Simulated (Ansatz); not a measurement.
# GaH5S: the cost of one run

All numbers below are computed with Ansatz 0.2.0 (RKS BHLYP-D4/def2-TZVP).

**1. The system as given**

Bond lengths: Ga1–H3 1.555 Å, Ga1–H4 1.561 Å, Ga1–S6 2.649 Å, S6–H7 1.332 Å. Angles: H3–Ga1–H4 125.8°, H3–Ga1–S6 117.8°, H4–Ga1–S6 111.0°, Ga1–S6–H7 89.4°.

Structure file:

```xyz
7

Ga   -0.8837   -0.4365   -0.1993
H     0.6204    0.2401   -1.3652
H    -1.2566   -1.8947   -0.5916
H    -1.8897    0.7393    0.0094
H     1.1532    0.2300   -0.5417
S     1.3194   -0.0658    1.2246
H     0.9371    1.1876    1.4637
```

**2. Pulling towards end A**

Springs on the bonds that form and break draw the guess towards this end; the thresholds are loose.

Contents of input.yaml:

```yaml
crystal:
  periodic: [false, false, false]
  atoms:
    - { symbol: Ga, position_ang: [-0.8837, -0.4365, -0.1993] }
    - { symbol: H, position_ang: [0.6204, 0.2401, -1.3652] }
    - { symbol: H, position_ang: [-1.2566, -1.8947, -0.5916] }
    - { symbol: H, position_ang: [-1.8897, 0.7393, 0.0094] }
    - { symbol: H, position_ang: [1.1532, 0.23, -0.5417] }
    - { symbol: S, position_ang: [1.3194, -0.0658, 1.2246] }
    - { symbol: H, position_ang: [0.9371, 1.1876, 1.4637] }
basis:
  gaussian: { orbitals: def2-TZVP }
hamiltonian:
  xc: { name: BHLYP }
  dispersion: d4
relax:
  f_tol: 0.15
  max_steps: 25
  restrain:
    - { distance: [0, 5], at: 3.57, k: 30.0 }
    - { distance: [4, 1], at: 1.92, k: 30.0 }
    - { distance: [0, 1], at: 1.53, k: 30.0 }
    - { distance: [4, 5], at: 1.36, k: 30.0 }
output:
  orbitals: {}
```

On the command line:

```sh
$ ansatz run input.yaml --threads 2 --pin off --max-ram 3072MiB --backend cpu --events-out ev --progress --plain --runs-dir out
```

What time and memory should one allow on 2 threads of AMD EPYC 9R45 (Zen 5), shared host?

About 4.6 s, with a peak of 0.24 GiB.
